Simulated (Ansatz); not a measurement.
# C: the cost of one run

Method: DFT LDA, scalar-relativistic, plane waves, PAW, in Ansatz 0.2.0.

8 further runs of the same task are left out: 8 set aside as unsound or not needed.

## 1. The system as given

Symmetry: Fd-3m, No. 227, cubic system. Conventional cell: a = 3.532 Å, b = 3.532 Å, c = 3.532 Å, α = 90.00°, β = 90.00°, γ = 90.00°. Around C (site symmetry -43m) lie 4 C at 1.53 Å.

Structure file:

```
C
1.0
     0.00000    1.76577    1.76577
     1.76577    0.00000    1.76577
     1.76577    1.76577    0.00000
C
2
Cartesian
  1.7658 1.7658 1.7658
  2.6487 2.6487 2.6487
```

This cell was relaxed beforehand with the same method: volume 5.51 Å³/atom, gap on the mesh 4.21 eV.

## 2. What is varied

The energy is mapped over two homogeneous strains (x along [1 0 0], y along [0 1 0], z along [0 0 1] of the conventional cell).

The axes are (1) strain +e along x and -e along y: 9 values from −15.00 %; (2) strain +e along z and -e/2 along x and y: 9 values from −7.00 %.

Nothing else is relaxed (symmetry fixes all fractional coordinates). Energies count from the relaxed crystal. Points are written as (first, second).

## 3. The run at (−15.00 %, 1.75 %)

input.yaml

```yaml
crystal:
  lattice:
    - [0.0, 2.0151851342, 1.7966710835]
    - [1.4854541022, 0.0, 1.7966710835]
    - [1.4854541022, 2.0151851342, 0.0]
  atoms:
    - { symbol: C, position: [0.5, 0.5, 0.5] }
    - { symbol: C, position: [0.75, 0.75, 0.75] }
basis:
  ecutwfc: 520.0
kpoints:
  mp_grid: { grid: [12, 12, 12] }
hamiltonian:
  xc: lda
  pseudopotentials: { kind: paw, azcp: { folder: soft_1 } }
scf:
  occupations: { method: gaussian, width: 0.05 }
output:
  forces: true
  stress: true
  eigenvalues: true
```

Command:

```console
$ ansatz run input.yaml --threads 1 --pin off --max-ram 2048MiB --backend cpu --events-out ev --progress --plain --runs-dir out
```

**Question.** How long does this run take on 1 thread of Arm Neoverse V2, shared host, and how much memory does it need?

About 2 s, with a peak of 0.28 GiB.
